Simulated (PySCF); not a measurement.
# SnSiH6O (SMILES [SiH3][O][SnH3]) at 6 levels

Wanted: a comparison of 6 runs (HF/3-21G, CAM-B3LYP/def2-SVP, PBE0/def2-SVP, r2SCAN/def2-SVP, wB97M-V/def2-SVP, SCS-MP2/def2-SVP) of SnSiH6O. 

Program for the calculation: PySCF 2.14.0.

1 further run of the same task is left out (set aside as unsound or not needed).

## 1. The structure to begin with

SnSiH6O has 9 atoms, charge 0, and is taken as a singlet. SMILES: `[SiH3][O][SnH3]`. The Si1–H5 distance was set to 2.674 Å, away from the relaxed value. At this shape a bond of the SMILES string is far longer than usual.

Bond lengths: Si1–O2 1.627 Å, O2–Sn3 1.963 Å, Si1–H4 1.492 Å, Si1–H6 1.492 Å, Sn3–H7 1.699 Å, Sn3–H8 1.705 Å, Sn3–H9 1.705 Å. Angles: Si1–O2–Sn3 136.6°, O2–Si1–H4 111.4°, O2–Si1–H6 111.4°, O2–Sn3–H7 103.7°, O2–Sn3–H8 106.7°, O2–Sn3–H9 106.7°, H4–Si1–H6 107.4°, H7–Sn3–H8 113.3°, H7–Sn3–H9 113.3°, H8–Sn3–H9 112.3°.

## 2. The energy at HF/3-21G (run 1)

run.py

```python
from pyscf import gto

mol = gto.Mole()
mol.atom = '''
Si      -1.087097       0.388066      -0.094127
O        0.170003      -0.485534       0.456673
Sn       0.457503      -1.863934       1.824073
H       -2.165597      -0.490134      -0.634327
H       -0.233000       2.004100      -2.046400
H       -1.689197       1.219166       0.988873
H        2.114103      -2.218034       1.697573
H       -0.545597      -3.179134       1.412373
H        0.030503      -1.166634       3.319673
'''
mol.spin = 0
mol.max_memory = 1860
mol.verbose = 3
mol.basis = '3-21g'
mol.build()

mf = mol.RHF()
mf.conv_tol = 1e-10
mf.kernel()
if not mf.converged:
    mf = mf.newton().run(mf.mo_coeff, mf.mo_occ)

energy = mf.e_tot
print('E(%s) = %.9f' % ('HF', energy))
```

On the command line:

```sh
OMP_NUM_THREADS=1 python run.py
```

The log of the run:

```text
converged SCF energy = -6361.49459618135
E(HF) = -6361.494596181
```

Run time: 1.3 s. Hardware: 1 thread of Intel Xeon at 2.70GHz, shared host; peak memory 0.14 GiB.

## 3. A single-point energy at CAM-B3LYP/def2-SVP (core potential) (run 2)

calc.py

```python
from pyscf import gto, dft

mol = gto.M(
    atom=[
    ('Si', (-1.087097, 0.388066, -0.094127)),
    ('O', (0.170003, -0.485534, 0.456673)),
    ('Sn', (0.457503, -1.863934, 1.824073)),
    ('H', (-2.165597, -0.490134, -0.634327)),
    ('H', (-0.233000, 2.004100, -2.046400)),
    ('H', (-1.689197, 1.219166, 0.988873)),
    ('H', (2.114103, -2.218034, 1.697573)),
    ('H', (-0.545597, -3.179134, 1.412373)),
    ('H', (0.030503, -1.166634, 3.319673)),
],
    max_memory=1860,
    verbose=4,
    ecp={'Sn': 'def2-svp'},
    spin=0,
    basis='def2-svp',
)

calc0 = dft.RKS(mol, xc='cam-b3lyp')
calc0.conv_tol = 1e-10
calc0.grids.level = 5
calc0.kernel()
if not calc0.converged:
    calc0 = calc0.newton().run(calc0.mo_coeff, calc0.mo_occ)

e_tot = calc0.e_tot
print('E(%s) = %.9f' % ('CAM-B3LYP', e_tot))
```

On the command line:

```sh
OMP_NUM_THREADS=1 python calc.py
```

The log of the run:

```text
PySCF version 2.14.0

[... 83 lines left out ...]
converged SCF energy = -582.314881380337
E(CAM-B3LYP) = -582.314881380
```

It took 33 s on 1 thread of Intel Xeon at 2.70GHz, shared host; peak memory 0.45 GiB.

Runs 3 to 5 aren't shown in full; the table further down has their settings and results.

## 4. The energy at SCS-MP2/def2-SVP (core potential) (run 6)

calc.py

```python
from pyscf import gto, mp

mol = gto.M(
    atom=[
    ('Si', (-1.087097, 0.388066, -0.094127)),
    ('O', (0.170003, -0.485534, 0.456673)),
    ('Sn', (0.457503, -1.863934, 1.824073)),
    ('H', (-2.165597, -0.490134, -0.634327)),
    ('H', (-0.233000, 2.004100, -2.046400)),
    ('H', (-1.689197, 1.219166, 0.988873)),
    ('H', (2.114103, -2.218034, 1.697573)),
    ('H', (-0.545597, -3.179134, 1.412373)),
    ('H', (0.030503, -1.166634, 3.319673)),
],
    ecp={'Sn': 'def2-svp'},
    charge=0,
    basis='def2-svp',
    max_memory=1860,
    verbose=3,
)

mf = mol.RHF()
mf.conv_tol = 1e-10
mf.kernel()
if not mf.converged:
    mf = mf.newton().run(mf.mo_coeff, mf.mo_occ)

pt = mp.MP2(mf, frozen=10).run()
e_final = mf.e_tot + 1.2 * pt.e_corr_os + pt.e_corr_ss / 3
print(f'total energy: {e_final:.8f} hartree')
```

On the command line:

```sh
OMP_NUM_THREADS=1 python calc.py
```

The log of the run:

```text
converged SCF energy = -580.36679387701
E(RMP2) = -580.78280041824  E_corr = -0.416006541229589
E(SCS-RMP2) = -580.790352444426  E_corr = -0.42355856741613
total energy: -580.79035244 hartree
```

Run time: 2.2 s. Hardware: 1 thread of Intel Xeon at 2.70GHz, shared host; peak memory 0.21 GiB.

## 5. The series

```
run                                level  core potential  integration grid   energy (Eh)  dipole moment (D) of the reference  HOMO energy (eV)  LUMO energy (eV)  wall time
  1                             HF/3-21G               –                 –  -6361.494596                                4.48             -8.44              1.35      1.3 s
  2  CAM-B3LYP/def2-SVP (core potential)        def2-svp                 5   -582.314881                                4.71             -7.67             -0.99       33 s
  3       PBE0/def2-SVP (core potential)        def2-svp                 5   -582.151321                                4.57             -6.52             -2.05       24 s
  4     r2SCAN/def2-SVP (core potential)        def2-svp                 5   -582.372866                                4.56             -5.81             -2.73       43 s
  5    wB97M-V/def2-SVP (core potential)        def2-svp                 5   -582.238500                                4.72             -8.32             -0.16      2 min
  6    SCS-MP2/def2-SVP (core potential)        def2-svp                 –   -580.790352                                5.35             -8.58              1.20      2.2 s
```

## 6. Outcome

```
                                           quantity          value
                                run 6: total energy  -580.79035 Eh
        run 6: dipole moment (Hartree–Fock density)         5.35 D
         run 6: HOMO energy (Hartree–Fock orbitals)       -8.58 eV
         run 6: LUMO energy (Hartree–Fock orbitals)        1.20 eV
       run 6: HOMO–LUMO gap (Hartree–Fock orbitals)        9.78 eV
run 6: correlation energy (10 core orbitals frozen)     -423.6 mEh
```

In words: Over runs 1, 2, 3, 4, 5 the dipole moment (its size) runs from 4.48 D (HF/3-21G) to 4.72 D (wB97M-V/def2-SVP). The two ends differ in method and basis and core potential. Over runs 1, 2, 3, 4, 5 the HOMO–LUMO gap runs from 3.07 eV (r2SCAN/def2-SVP) to 9.78 eV (HF/3-21G). Totals of different functionals can't be ranked against each other. Some runs of one species differ in core potentials or relativity; totals across that change don't compare. In runs 1, 2, 3, 4, 5, 6 a closed-shell determinant meets a far-stretched bond, which it describes badly. In run 1 relativity is left out where basis or elements ask for it. All runs together took 3.7 min, the longest 2 min.
